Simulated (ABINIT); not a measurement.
The system is AlCl.

```
Al Cl
1.0
     4.03825    0.00000    0.00000
    -2.01913    3.49723    0.00000
     0.00000    0.00000    6.59142
Al Cl
2 2
Cartesian
  0.0000 2.3315 0.0000
  2.0191 1.1657 3.2957
  0.0000 2.3315 2.5377
  2.0191 1.1657 5.8334
```

The cell was built by a generator and needn't be a form met in nature.

Base run:

| Item | Value |
| --- | --- |
| Program | ABINIT 10.8.3 (patched build) |
| Functional | WC |
| Potentials or basis | PseudoDojo NC SR PBEsol v0.4 stringent |
| Cutoff | 680 eV |
| k mesh | 6 × 6 × 3 |
| Occupations | fermi-dirac, width 0.05 eV |
| Spin | no spin polarisation |

Its results: band gap on the k mesh 0.31 eV, direct; pressure 14.2 GPa; largest force 0.158 eV/Å.

The run is repeated on the same cell with these changes: functional from WC to r2SCAN; potentials or basis from PseudoDojo NC SR PBEsol v0.4 stringent to PseudoDojo NC SR PBE v0.5 standard; cutoff from 680 eV to 952 eV. What comes out?

Band gap on the k mesh 0.57 eV, indirect (least direct gap 0.58 eV); pressure 17.2 GPa; largest force 0.156 eV/Å.

Caveats: the potentials were made for another functional, which shifts forces and pressure; an odd mesh through Γ misses points on the zone boundary, where band edges often lie; the cutoff is short for stress, so the pressure is rough (some runs); a meta-GGA on potentials with a model core is unreliable (some runs); so large a pressure means that the cell lies far from this level's equilibrium, or that cutoff or potentials fall short (some runs).
